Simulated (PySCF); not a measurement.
# C12H10I+: geometry

What geometry should C12H10I+ (`c1ccc([I+]c2ccccc2)cc1`) show?

Computed with PySCF 2.14.0, on a single molecule in the gas phase. Atoms are numbered from 0 throughout.

4 further runs of the same task are left out: 4 for a known fault of the program.

## (1) The starting structure

23 atoms, charge 1, multiplicity 1; geometry from: GFN2-xTB.

Bonds of the start (Å): C0–C1 1.39, C1–C2 1.39, C2–C3 1.38, C3–I4 2.18, I4–C5 2.17, C5–C6 1.38, C6–C7 1.39, C7–C8 1.39, C8–C9 1.39, C9–C10 1.39, C3–C11 1.38, C11–C12 1.39, C12–C0 1.39, C10–C5 1.38, C0–H13 1.08, C1–H14 1.08, C2–H15 1.08, C6–H16 1.08, C7–H17 1.08, C8–H18 1.08, C9–H19 1.08, C10–H20 1.08, C11–H21 1.08, C12–H22 1.08.

## (2) Relaxing the molecule at PBE0-D3(BJ)/def2-SVP

The job: settings as JSON, then the geometry in Å.

```
{"job": {"xc": "PBE0", "basis": "def2-SVP", "d3": "d3bj", "grid": 2, "kind": "geom"}, "charge": 1, "multiplicity": 1}
C     -3.684750     1.860390     0.390710
C     -2.564480     2.231040    -0.336080
C     -1.507790     1.347870    -0.498410
C     -1.611820     0.106340     0.097140
I      0.031550    -1.299040    -0.141820
C      1.608970     0.185890    -0.062130
C      1.735020     0.945050     1.086400
C      2.733600     1.905870     1.119200
C      3.581800     2.073730     0.035790
C      3.436270     1.288130    -1.095990
C      2.439370     0.325770    -1.157740
C     -2.712880    -0.296570     0.826160
C     -3.758970     0.603530     0.968530
H     -4.503950     2.552940     0.504270
H     -2.505060     3.208030    -0.789660
H     -0.638380     1.633640    -1.070100
H      1.082650     0.802010     1.933410
H      2.847080     2.515670     2.001590
H      4.363180     2.816070     0.076320
H      4.096900     1.415280    -1.939080
H      2.326110    -0.291420    -2.035060
H     -2.768340    -1.277350     1.271810
H     -4.629860     0.311740     1.534340
```

Output:

```text
step   0  E = -759.84453279  max force = 0.015839
step   1  E = -759.84737134  max force = 0.008032
step   2  E = -759.84801865  max force = 0.004111
step   3  E = -759.84848953  max force = 0.002075
step   4  E = -759.84852818  max force = 0.002781
step   5  E = -759.84875612  max force = 0.001270
step   6  E = -759.84886442  max force = 0.000648
step   7  E = -759.84898156  max force = 0.001017
step   8  E = -759.84914818  max force = 0.000868
step   9  E = -759.84932768  max force = 0.000631
step  10  E = -759.84945674  max force = 0.000654
step  11  E = -759.84947062  max force = 0.000343
optimisation converged
```

It took 7.6 min on 8 threads of Intel Xeon Platinum 8259CL at 2.50GHz (Skylake/Cascade Lake), shared host.

Relaxation path:

| step | energy from step 0 (eV) | largest force component (eV/Å) |
| --- | --- | --- |
| 0 | 0.0000 | 0.8145 |
| 1 | -0.0772 | 0.4130 |
| 2 | -0.0949 | 0.2114 |
| 3 | -0.1077 | 0.1067 |
| 4 | -0.1087 | 0.1430 |
| 5 | -0.1149 | 0.0653 |
| 6 | -0.1179 | 0.0333 |
| 7 | -0.1211 | 0.0523 |
| 8 | -0.1256 | 0.0446 |
| 9 | -0.1305 | 0.0324 |
| 10 | -0.1340 | 0.0336 |
| 11 | -0.1344 | 0.0176 |

Distances of close pairs at the start and the end, largest changes first:

| bond | before (Å) | after (Å) | change (Å) |
| --- | --- | --- | --- |
| C3–I4 | 2.176 | 2.117 | -0.058 |
| I4–C5 | 2.168 | 2.118 | -0.050 |
| C7–H17 | 1.079 | 1.092 | +0.014 |
| C9–H19 | 1.079 | 1.092 | +0.013 |
| C8–H18 | 1.079 | 1.092 | +0.013 |
| C12–H22 | 1.079 | 1.092 | +0.013 |
| C1–H14 | 1.079 | 1.092 | +0.013 |
| C0–H13 | 1.079 | 1.092 | +0.013 |

Where it ended (Å):

```
C    -3.74327    1.89755    0.16355
C    -3.12864    1.77771   -1.08299
C    -2.05424    0.90720   -1.25883
C    -1.62947    0.18050   -0.14971
I     0.00782   -1.14047   -0.38753
C     1.60438    0.20132   -0.01950
C     1.98802    0.42147    1.30023
C     3.03621    1.31302    1.52457
C     3.66567    1.94480    0.45216
C     3.25858    1.69505   -0.85802
C     2.21134    0.81054   -1.11412
C    -2.22121    0.27075    1.10737
C    -3.29488    1.14888    1.25107
H    -4.58607    2.58077    0.28746
H    -3.48691    2.36216   -1.93310
H    -1.57598    0.80612   -2.23459
H     1.49731   -0.07884    2.13684
H     3.36184    1.50754    2.54869
H     4.48768    2.63861    0.64012
H     3.75729    2.18855   -1.69493
H     1.89303    0.60979   -2.13856
H    -1.87011   -0.31981    1.95540
H    -3.78218    1.24142    2.22403
```

| at the end point | value |
| --- | --- |
| rotational constants (GHz, main isotopes) | 0.836, 0.366, 0.311 |

## (3) What came out

```
                            quantity                 value
rotational constants (main isotopes)  0.84, 0.37, 0.31 GHz
```

What this shows: Over 11 steps the energy fell by 0.134 eV; of the close pairs, C3–I4 changed most, 2.176 to 2.117 Å.
